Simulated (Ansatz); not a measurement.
# BeZn2Se3: the cost of one run

Method: DFT PBE, scalar-relativistic, plane waves, PAW, in Ansatz 0.2.0.

2 further runs of the same task are left out: 1 that didn't finish, 1 set aside as unsound or not needed.

## 1. The starting structure

The structure is hexagonal, space group P6/mmm (No. 191). Conventional cell: a = 6.108 Å, b = 6.108 Å, c = 3.745 Å, α = 90.00°, β = 90.00°, γ = 120.00°. Be (site symmetry 6/mmm) is surrounded by 6 Se at 3.05 Å. Around Zn (site symmetry -6m2) lie 3 Se at 1.76 Å. Around Se (site symmetry mmm) lie 2 Zn at 1.76 Å.

As a file:

```xyz
6
Lattice="6.1085 0.0000 0.0000 -3.0542 5.2901 0.0000 0.0000 0.0000 3.7452" Properties=species:S:1:pos:R:3 pbc="T T T"
Be    0.0000    0.0000    0.0000
Zn    0.0000    3.5267    0.0000
Zn    3.0542    1.7634    0.0000
Se    3.0542    0.0000    0.0000
Se   -1.5271    2.6450    0.0000
Se    1.5271    2.6450    0.0000
```

The cell is invented: random cell by space group and Wyckoff sites (P6/mmm, No. 191). Its size is a rough estimate.

## 2. A first look at the guess

Input file input.yaml:

```yaml
crystal:
  lattice:
    - [6.10845931, 0.0, 0.0]
    - [-3.05422965, 5.29008094, 0.0]
    - [0.0, 0.0, 3.74521902]
  atoms:
    - { symbol: Be, position: [0.0, 0.0, 0.0] }
    - { symbol: Zn, position: [0.33333333, 0.66666667, 0.0] }
    - { symbol: Zn, position: [0.66666667, 0.33333333, 0.0] }
    - { symbol: Se, position: [0.5, 0.0, 0.0] }
    - { symbol: Se, position: [0.0, 0.5, 0.0] }
    - { symbol: Se, position: [0.5, 0.5, 0.0] }
basis:
  ecutwfc: 420
kpoints:
  mp_grid: { grid: [3, 3, 4] }
hamiltonian:
  xc: pbe
scf:
  occupations: { method: gaussian, width: 0.1 }
  lower_state_search: "off"
output:
  forces: true
  stress: true
  eigenvalues: true
```

Run with:

```sh
$ ansatz run input.yaml --threads 1 --pin off --max-ram 2560MiB --backend cpu --events-out ev --progress --plain --runs-dir out
```

What time and memory should one allow on 1 thread of Intel Xeon at 2.70GHz, shared host?

About 4.3 s, with a peak of 0.42 GiB.
